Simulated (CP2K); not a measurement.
Runs of CP2K 2026.2 on NbSi. The structure is cubic, space group Fm-3m (No. 225). The conventional cell has a = 5.148 Å, b = 5.148 Å, c = 5.148 Å, α = 90.00°, β = 90.00°, γ = 90.00°. Around Nb (site symmetry m-3m) lie 6 Si at 2.57 Å. Si (site symmetry m-3m) has 6 Nb at 2.57 Å as nearest neighbours. The cell was built by a generator and needn't be a form met in nature.

```csv
level,D3 from the s-dftd3 library (D3_REFERENCE_CODE),cutoff radius of the dispersion sum (A),cutoff of the non-local correlation (Ry),gap on the mesh (eV),pressure (GPa)
r2SCAN+D3(BJ)+ATM,yes,20,-,none,-2.9
r2SCAN+D3(BJ),yes,20,-,none,-3.4
r2SCAN,-,-,-,none,(a)
r2SCAN+D4,-,20,-,none,-2.0
r2SCAN+rVV10,-,-,300,none,(b)
```

Alike in all rows: task single point; potentials or basis POTENTIAL_UZH Nb GTH-SCAN-q13, Si GTH-SCAN-q4; TZVP-MOLOPT-SCAN-GTH basis; no spin polarisation; cell as given; k mesh 9 × 9 × 9; smearing fermi-dirac 0.05 eV.

Fill in the values left out.

(a) -0.9; (b) -1.5.

Caveats: the basis of atomic orbitals isn't converged, which shifts pressures, moduli and gaps; pairwise dispersion overbinds metals, which lowers pressure and volume (some runs).

A k mesh can miss the band edges, and the runs leave out spin-orbit coupling on Nb.

A gap of «none» marks a metal or a gap under the smearing width.
